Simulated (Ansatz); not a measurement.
# CdH₆O₂Si₂: basis-set convergence

An exercise on one series of results from a longer session: the logs are not shown, and one member is left open.

Method: one geometry, several basis sets; program: Ansatz 0.2.0, Gaussian basis.

Plan: PBE0-D4/def2-SVP; ωB97M-V/def2-SVP; PBE0-D4/def2-QZVPP; ωB97M-V/def2-QZVPP; the functionals' def2-TZVPP values are taken from earlier runs.

### Structure used throughout

An earlier PBE0-D4 in a triple-zeta def2 set relaxation fixed the geometry. Cd takes the def2 core potential; no spin-orbit term is included.

SMILES `[SiH3][O][Cd][O][SiH3]`, 11 atoms, charge 0, spin multiplicity 1.

Atoms are counted from 1 here; the program's logs count them from 0.

Bond lengths: Si1–O2 1.627 Å, Si1–H6 1.493 Å, Si1–H7 1.493 Å, Si1–H8 1.487 Å, O2–Cd3 1.946 Å, Cd3–O4 1.946 Å, O4–Si5 1.627 Å, Si5–H9 1.493 Å, Si5–H10 1.493 Å, Si5–H11 1.487 Å. Angles: O2–Si1–H6 111.8°, O2–Si1–H7 111.9°, O2–Si1–H8 108.9°, H6–Si1–H7 106.9°, H6–Si1–H8 108.6°, H7–Si1–H8 108.6°, Si1–O2–Cd3 134.5°, O2–Cd3–O4 174.4°, Cd3–O4–Si5 134.5°, O4–Si5–H9 111.8°, O4–Si5–H10 111.9°, O4–Si5–H11 108.9°, H9–Si5–H10 107.0°, H9–Si5–H11 108.5°, H10–Si5–H11 108.6°.

The first run:

Input file in.yaml:

```yaml
crystal:
  periodic: [false, false, false]
  atoms:
    - {symbol: Si, position_ang: [-1.243300, 2.707494, -1.042325]}
    - {symbol: O, position_ang: [-0.487161, 1.379180, -1.599804]}
    - {symbol: Cd, position_ang: [0.071780, -0.306982, -0.805011]}
    - {symbol: O, position_ang: [0.646380, -2.061065, -0.188228]}
    - {symbol: Si, position_ang: [1.227839, -2.641094, 1.216255]}
    - {symbol: H, position_ang: [-0.490317, 3.346565, 0.077784]}
    - {symbol: H, position_ang: [-2.608823, 2.394236, -0.525663]}
    - {symbol: H, position_ang: [-1.368842, 3.691298, -2.150055]}
    - {symbol: H, position_ang: [0.278555, -2.414414, 2.346567]}
    - {symbol: H, position_ang: [2.518133, -1.991562, 1.594289]}
    - {symbol: H, position_ang: [1.455747, -4.103667, 1.076200]}
basis:
  gaussian: {orbitals: def2-SVP}
hamiltonian: {xc: pbe0, dispersion: d4}
output: {orbitals: {seedname: orbitals}}
```

The run is started by

```
$ ansatz run in.yaml --threads 2 --pin off --events-out ev --progress --plain --max-ram 22528MiB --backend cpu
```

Steps of the session up to this table: PBE0-D4 in def2-SVP; ωB97M-V in def2-SVP; PBE0-D4 in def2-QZVPP; ωB97M-V in def2-QZVPP.

One of the session's tables, all rows but one given; the rest of the session is left out.

It belongs to the step «Density functionals: the series». 

| functional | basis | HOMO (eV) | LUMO (eV) |
| --- | --- | --- | --- |
| PBE0-D4 | def2-SVP | -8.09 | -1.90 |
| PBE0-D4 | def2-TZVPP | -8.22 | -2.02 |
| PBE0-D4 | def2-QZVPP | -8.23 | -2.04 |
| ωB97M-V | def2-SVP | -10.37 | -0.09 |
| ωB97M-V | def2-TZVPP | -10.54 | -0.27 |
| ωB97M-V | def2-QZVPP | ? | ? |

Q: Estimate the row for ωB97M-V, def2-QZVPP from the others.

The run gave: HOMO (eV): -10.55; LUMO (eV): -0.43. In the column «HOMO (eV)» it is the lowest.
